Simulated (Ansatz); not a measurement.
The system is HPbNO4.

```
CELL_PARAMETERS angstrom
3.85707 0.00178 -0.03658
0.17353 4.33436 -0.01647
0.75803 0.83873 5.87662
ATOMIC_POSITIONS crystal
H 0.61511 0.89559 0.19844
Pb 0.64597 0.44651 0.91685
N 0.71474 0.23810 0.50058
O 0.16958 0.47007 0.77768
O 0.62919 0.97045 0.49845
O 0.56424 0.92583 0.03849
O 0.78022 0.42250 0.31951
```

The cell was built by a generator and needn't be a form met in nature.

Base run:

```yaml
Program: Ansatz 0.2.0
Functional: revPBE
Potentials_or_basis: Ansatz PAW
Cutoff: "420 eV (not typed: the program's choice for these potentials)"
k_mesh: 7 × 6 × 5
Occupations: fermi-dirac, width 0.05 eV
Spin: no spin polarisation
```

Its results: band gap on the k mesh 0.36 eV, indirect (least direct gap 0.59 eV); pressure 2.1 GPa; largest force 0.219 eV/Å.

Problem. After a change of settings the same cell gave: band gap on the k mesh 0.35 eV, indirect (least direct gap 0.56 eV); pressure -6.5 GPa; largest force 1.022 eV/Å. Which change was it?
A. functional from revPBE to r2SCAN0; cutoff from 420 eV (not typed: the program's choice for these potentials) to 500 eV (not typed: the program's choice for these potentials); k mesh from 7 × 6 × 5 to 3 × 3 × 2
B. functional from revPBE to r2SCAN; cutoff from 420 eV (not typed: the program's choice for these potentials) to 500 eV (not typed: the program's choice for these potentials)
C. functional from revPBE to LDA
D. functional from revPBE to PBE0; k mesh from 7 × 6 × 5 to 3 × 3 × 2

Solution. C.

LDA binds more tightly than revPBE, so the same cell stands under less pressure.

Caveats: the k mesh misses the band edges, so the gap on the mesh is wider than the one along the path; spin-orbit coupling is left out, which as a rule narrows the gap of such compounds by several tenths of an eV; the PAW data sets come from PBE, with cores solved anew for the run's functional, which leaves a small shift of forces and pressure; forces of over 1 eV/Å show positions far from the minimum, so gaps and moduli don't describe the material at rest (some runs).
